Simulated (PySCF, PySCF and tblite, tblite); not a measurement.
# 2,3-difluorophenol (C₆H₄F₂O): a path driven as rotation about a bond, and NMR exchange, part 2 of 2

PySCF and tblite. Atoms count from 0.

### Step 10. Shieldings, start: PBE0/pcseg-1

The job: settings as JSON, then the geometry in Å.

```
{"job": {"kind": "nmr", "xc": "PBE0", "basis": "pcseg-1", "pop": false}, "charge": 0, "multiplicity": 1}
O      2.489572    -0.044555    -0.087210
C      1.141241    -0.070469    -0.048677
C      0.462940    -1.275663    -0.204910
C     -0.917502    -1.309943    -0.164777
C     -1.654833    -0.154298     0.029582
C     -0.988797     1.048188     0.184412
F     -1.686648     2.179923     0.373076
C      0.394892     1.092113     0.146300
F      1.066088     2.261657     0.296518
H      2.805399     0.861652     0.037832
H      1.043795    -2.170257    -0.356446
H     -1.429004    -2.251299    -0.286497
H     -2.731530    -0.166562     0.063071
```

What it wrote:

```text
coarse grid: 12256 points
cycle   1  E = -505.1156844465  dE =  1.777e+00  |g| = 7.238e-01  |ddm| = 4.200e+00
cycle   2  E = -504.9667401421  dE =  1.489e-01  |g| = 1.123e+00  |ddm| = 1.703e+00
cycle   3  E = -505.2141029871  dE = -2.474e-01  |g| = 1.055e-01  |ddm| = 1.133e+00
cycle   4  E = -505.2166777394  dE = -2.575e-03  |g| = 4.066e-02  |ddm| = 1.559e-01
cycle   5  E = -505.2170578994  dE = -3.802e-04  |g| = 1.343e-02  |ddm| = 5.228e-02
cycle   6  E = -505.2170979898  dE = -4.009e-05  |g| = 4.402e-03  |ddm| = 1.786e-02
cycle   7  E = -505.2171030438  dE = -5.054e-06  |g| = 1.052e-03  |ddm| = 5.341e-03
final grid: 123152 points
cycle   8  E = -505.2925199115  dE = -2.965e-05  |g| = 8.857e-03  |ddm| = 3.805e-02
cycle   9  E = -505.2924984212  dE =  2.149e-05  |g| = 1.398e-02  |ddm| = 2.036e-02
cycle  10  E = -505.2925369422  dE = -3.852e-05  |g| = 8.860e-04  |ddm| = 1.256e-02
cycle  11  E = -505.2925371146  dE = -1.724e-07  |g| = 1.612e-04  |ddm| = 1.064e-03
cycle  12  E = -505.2925371182  dE = -3.601e-09  |g| = 9.171e-05  |ddm| = 2.429e-04
cycle  13  E = -505.2925371203  dE = -2.111e-09  |g| = 2.527e-05  |ddm| = 1.298e-04
cycle  14  E = -505.2925371205  dE = -1.678e-10  |g| = 6.080e-06  |ddm| = 3.237e-05
converged SCF energy = -505.2925371205

GIAO shielding tensors (ppm)
atom      isotropic    diamagn.    paramagn.     s11        s22        s33       span
  0 O      242.482     386.696    -144.214    189.006    230.458    307.983    118.976
  1 C       41.341     255.143    -213.802    -22.876     19.760    127.139    150.015
  2 C       80.531     253.654    -173.124      1.273     63.915    176.404    175.131
  3 C       67.509     254.692    -187.182    -35.862     49.913    188.478    224.340
  4 C       83.688     257.796    -174.108      6.520     69.730    174.813    168.292
  5 C       35.473     252.561    -217.088    -22.088     30.318     98.188    120.277
  6 F      324.680     476.780    -152.100    252.181    302.742    419.118    166.937
  7 C       47.036     251.069    -204.033     15.782     25.561     99.766     83.984
  8 F      366.083     474.453    -108.370    309.654    325.877    462.719    153.065
  9 H       26.821      31.718      -4.896     17.045     28.050     35.369     18.324
 10 H       24.822      29.963      -5.142     21.115     25.411     27.939      6.825
 11 H       24.600      30.143      -5.543     21.260     25.692     26.848      5.589
 12 H       24.955      29.814      -4.859     21.420     25.839     27.607      6.186
```

Run time: 16 s. Hardware: 1 thread of Arm Neoverse V1, shared host; peak memory 0.74 GiB.

In short: HOMO -7.08 eV, LUMO -0.45 eV; dipole 1.25 D.

### Step 11. Single-point energy, saddle of leg 1: PBE0/pcseg-1

The job: settings as JSON, then the geometry in Å.

```
{"job": {"kind": "sp", "xc": "PBE0", "basis": "pcseg-1", "pop": false}, "charge": 0, "multiplicity": 1}
O      2.475375     0.195868    -0.333835
C      1.123725     0.063865    -0.151544
C      0.503024    -1.177291    -0.232453
C     -0.871085    -1.287680    -0.122330
C     -1.653821    -0.163616     0.071837
C     -1.044347     1.074892     0.156348
F     -1.795036     2.171315     0.351405
C      0.334580     1.197365     0.048956
F      0.916937     2.403030     0.149124
H      2.957664     0.057091     0.487644
H      1.116911    -2.049732    -0.393330
H     -1.337669    -2.257536    -0.190164
H     -2.726256    -0.227570     0.158342
```

What it wrote:

```text
coarse grid: 12256 points
cycle   1  E = -505.1052457739  dE =  1.766e+00  |g| = 7.353e-01  |ddm| = 4.199e+00
cycle   2  E = -504.9726135648  dE =  1.326e-01  |g| = 1.106e+00  |ddm| = 1.733e+00
cycle   3  E = -505.2063145484  dE = -2.337e-01  |g| = 1.024e-01  |ddm| = 1.118e+00
cycle   4  E = -505.2085898269  dE = -2.275e-03  |g| = 4.493e-02  |ddm| = 1.529e-01
cycle   5  E = -505.2090498462  dE = -4.600e-04  |g| = 1.394e-02  |ddm| = 5.649e-02
cycle   6  E = -505.2090916585  dE = -4.181e-05  |g| = 3.798e-03  |ddm| = 1.751e-02
cycle   7  E = -505.2090952308  dE = -3.572e-06  |g| = 1.019e-03  |ddm| = 4.687e-03
final grid: 123152 points
cycle   8  E = -505.2837212057  dE = -2.772e-05  |g| = 9.387e-03  |ddm| = 4.040e-02
cycle   9  E = -505.2836985102  dE =  2.270e-05  |g| = 1.454e-02  |ddm| = 2.230e-02
cycle  10  E = -505.2837400912  dE = -4.158e-05  |g| = 8.820e-04  |ddm| = 1.404e-02
cycle  11  E = -505.2837402641  dE = -1.729e-07  |g| = 1.818e-04  |ddm| = 1.232e-03
cycle  12  E = -505.2837402689  dE = -4.757e-09  |g| = 1.016e-04  |ddm| = 2.659e-04
cycle  13  E = -505.2837402714  dE = -2.571e-09  |g| = 2.598e-05  |ddm| = 1.327e-04
cycle  14  E = -505.2837402716  dE = -1.722e-10  |g| = 8.100e-06  |ddm| = 3.323e-05
converged SCF energy = -505.2837402716
```

It took 8.2 s on 1 thread of Arm Neoverse V1, shared host; peak memory 0.59 GiB.

This run: HOMO -7.51 eV, LUMO -0.61 eV; dipole 3.12 D.

### Step 12. Shieldings, end: PBE0/pcseg-1

The job: settings as JSON, then the geometry in Å.

```
{"job": {"kind": "nmr", "xc": "PBE0", "basis": "pcseg-1", "pop": false}, "charge": 0, "multiplicity": 1}
O      2.469806     0.340932    -0.050293
C      1.132840     0.146819    -0.025466
C      0.547402    -1.111112    -0.120202
C     -0.827700    -1.258577    -0.090382
C     -1.651393    -0.155712     0.034981
C     -1.076548     1.099806     0.129986
F     -1.865300     2.179618     0.252527
C      0.300205     1.262400     0.101444
F      0.839159     2.488395     0.195255
H      2.929206    -0.502929    -0.138560
H      1.184138    -1.979081    -0.217724
H     -1.259720    -2.243696    -0.165875
H     -2.724437    -0.247213     0.060754
```

What it wrote:

```text
coarse grid: 12256 points
cycle   1  E = -505.1138481747  dE =  1.788e+00  |g| = 7.194e-01  |ddm| = 4.194e+00
cycle   2  E = -504.9946111489  dE =  1.192e-01  |g| = 1.073e+00  |ddm| = 1.696e+00
cycle   3  E = -505.2110203914  dE = -2.164e-01  |g| = 1.051e-01  |ddm| = 1.023e+00
cycle   4  E = -505.2134821443  dE = -2.462e-03  |g| = 3.646e-02  |ddm| = 1.495e-01
cycle   5  E = -505.2137801804  dE = -2.980e-04  |g| = 1.212e-02  |ddm| = 4.526e-02
cycle   6  E = -505.2138093034  dE = -2.912e-05  |g| = 4.356e-03  |ddm| = 1.515e-02
cycle   7  E = -505.2138139365  dE = -4.633e-06  |g| = 1.001e-03  |ddm| = 5.410e-03
final grid: 123152 points
cycle   8  E = -505.2880090402  dE = -2.546e-05  |g| = 9.697e-03  |ddm| = 4.312e-02
cycle   9  E = -505.2879806912  dE =  2.835e-05  |g| = 1.556e-02  |ddm| = 2.316e-02
cycle  10  E = -505.2880293610  dE = -4.867e-05  |g| = 9.783e-04  |ddm| = 1.489e-02
cycle  11  E = -505.2880295833  dE = -2.224e-07  |g| = 2.314e-04  |ddm| = 1.377e-03
cycle  12  E = -505.2880295922  dE = -8.817e-09  |g| = 1.379e-04  |ddm| = 3.732e-04
cycle  13  E = -505.2880295971  dE = -4.906e-09  |g| = 1.927e-05  |ddm| = 1.615e-04
cycle  14  E = -505.2880295972  dE = -8.913e-11  |g| = 5.864e-06  |ddm| = 2.371e-05
converged SCF energy = -505.2880295972

GIAO shielding tensors (ppm)
atom      isotropic    diamagn.    paramagn.     s11        s22        s33       span
  0 O      233.676     385.626    -151.950    189.353    249.448    262.228     72.875
  1 C       41.823     255.611    -213.788    -23.049     19.796    128.722    151.771
  2 C       82.032     258.043    -176.011      2.238     78.818    165.039    162.801
  3 C       68.963     254.837    -185.874    -33.292     52.764    187.417    220.708
  4 C       82.709     257.598    -174.889      3.927     68.815    175.384    171.457
  5 C       33.690     252.842    -219.152    -25.559     28.264     98.365    123.925
  6 F      322.696     476.167    -153.472    248.648    299.994    419.446    170.798
  7 C       47.209     246.707    -199.498     15.214     23.805    102.608     87.394
  8 F      350.544     471.538    -120.994    287.539    296.127    467.966    180.427
  9 H       27.747      31.267      -3.521     20.028     25.800     37.412     17.384
 10 H       25.306      32.011      -6.705     21.672     25.835     28.410      6.738
 11 H       24.770      30.437      -5.667     21.418     25.894     26.997      5.580
 12 H       24.927      29.723      -4.796     21.498     25.758     27.525      6.027
```

It took 15 s on 1 thread of Arm Neoverse V1, shared host; peak memory 0.81 GiB.

In short: HOMO -7.07 eV, LUMO -0.45 eV; dipole 4.00 D.

### Step 13. Second level: PBE0/pcseg-1 + D3(BJ)

The job: settings as JSON, then the geometry in Å.

```
{"job": {"smiles": "Oc1cccc(F)c1F", "charge": 0, "mult": 1, "motion": "rotation", "what": "aryl ether", "atoms": [1, 0], "drives": [{"terms": [["t", [2, 1, 0, 9], 0.5], ["t", [7, 1, 0, 9], 0.5]], "by": 180, "n": 12}], "study": "path", "level": {"kind": "nmr", "xc": "PBE0", "basis": "pcseg-1", "wide": true}, "fields": [60, 500, 700], "first": 1, "seed": 754, "kind": "pathvar"}, "charge": 0, "multiplicity": 1}
O      2.489572    -0.044555    -0.087210
C      1.141241    -0.070469    -0.048677
C      0.462940    -1.275663    -0.204910
C     -0.917502    -1.309943    -0.164777
C     -1.654833    -0.154298     0.029582
C     -0.988797     1.048188     0.184412
F     -1.686648     2.179923     0.373076
C      0.394892     1.092113     0.146300
F      1.066088     2.261657     0.296518
H      2.805399     0.861652     0.037832
H      1.043795    -2.170257    -0.356446
H     -1.429004    -2.251299    -0.286497
H     -2.731530    -0.166562     0.063071
```

What it wrote:

```text
stationary points (kcal/mol above the start)
  n  kind          group   xTB      DFT    lowest mode
  0  minimum      Cs       0.00     0.00     142.3
  1  saddle       C1       7.68     5.53    -448.9
  2  minimum      Cs       2.60     2.84     137.7

GFN2-xTB energies: T/K, barrier G, reaction G (kcal/mol), k forward, k back (1/s)
 150.00     6.87     2.54        609   3.07e+06
 200.00     6.88     2.54   2.55e+05    1.5e+08
 250.00     6.89     2.53   9.85e+06    1.6e+09
 298.15     6.92     2.52   1.06e+08   7.43e+09
 350.00     6.95     2.51   6.64e+08   2.45e+10
 400.00     7.00     2.50    2.5e+09   5.79e+10
 500.00     7.12     2.48   1.61e+10   1.95e+11

PBE/pcSseg-1 + D3(BJ) energies: T/K, barrier G, reaction G (kcal/mol), k forward, k back (1/s)
 150.00     5.45     2.78   7.06e+04   7.99e+08
 200.00     5.46     2.78   9.01e+06   9.74e+09
 250.00     5.47     2.77   1.71e+08   4.49e+10
 298.15     5.50     2.76   1.16e+09   1.22e+11
 350.00     5.54     2.75   5.09e+09   2.65e+11
 400.00     5.58     2.74   1.48e+10   4.66e+11
 500.00     5.70     2.72    6.7e+10   1.03e+12

PBE0/pcseg-1 + D3(BJ) energies: T/K, barrier G, reaction G (kcal/mol), k forward, k back (1/s)
 150.00     4.73     2.78   8.09e+05   9.04e+09
 200.00     4.73     2.77   5.61e+07   6.01e+10
 250.00     4.75     2.76   7.37e+08   1.92e+11
 298.15     4.77     2.76   3.94e+09   4.13e+11
 350.00     4.81     2.75   1.45e+10   7.51e+11
 400.00     4.86     2.74    3.7e+10   1.16e+12
 500.00     4.98     2.72   1.39e+11   2.14e+12
```

It took 2.3 min on 1 thread of Arm Neoverse V1, shared host; peak memory 0.81 GiB. This counts the runs that the step sums up.

Barriers by level (kcal/mol; entropies in cal/(mol K)). Zero-point and thermal terms come from xTB in every row. ΔG‡ leaves symmetry out; the rate counts equivalent paths (a factor of 2); effective ΔG‡, where given, is the barrier that would give that rate by Eyring's equation alone:

```
                level   ΔE‡  with zero-point   ΔH‡   ΔS‡  ΔG‡ (298 K)  ΔE of reaction  k at 298 K (1/s)  effective ΔG‡
             GFN2-xTB  7.68             6.88  6.74  -0.6         6.92            2.60           1.1e+08           6.51
PBE/pcSseg-1 + D3(BJ)  6.26             5.46  5.32  -0.6         5.50            2.84           1.2e+09           5.09
PBE0/pcseg-1 + D3(BJ)  5.53             4.73  4.60  -0.6         4.77            2.84           3.9e+09           4.36
```

### Step 14. Results

This closing draws on all 2 parts.

```
                       quantity                             value
barrier (PBE/pcSseg-1 + D3(BJ))  ΔE‡ 6.3, ΔG‡(298 K) 5.5 kcal/mol
             barrier (GFN2-xTB)                  ΔE‡ 7.7 kcal/mol
                  rate at 298 K                       1.2e+09 s⁻¹
                end of the path       2.8 kcal/mol from the start
```

What this shows: The barrier is 6.3 kcal/mol at the DFT level (xTB: 7.7); with thermal terms and the count of paths the DFT value gives a rate of 1.2e+09 s⁻¹ at 298 K. An error of 1.4 kcal/mol changes that rate tenfold. PBE0/pcseg-1 + D3(BJ) moves the barrier from 6.3 to 5.5 kcal/mol.
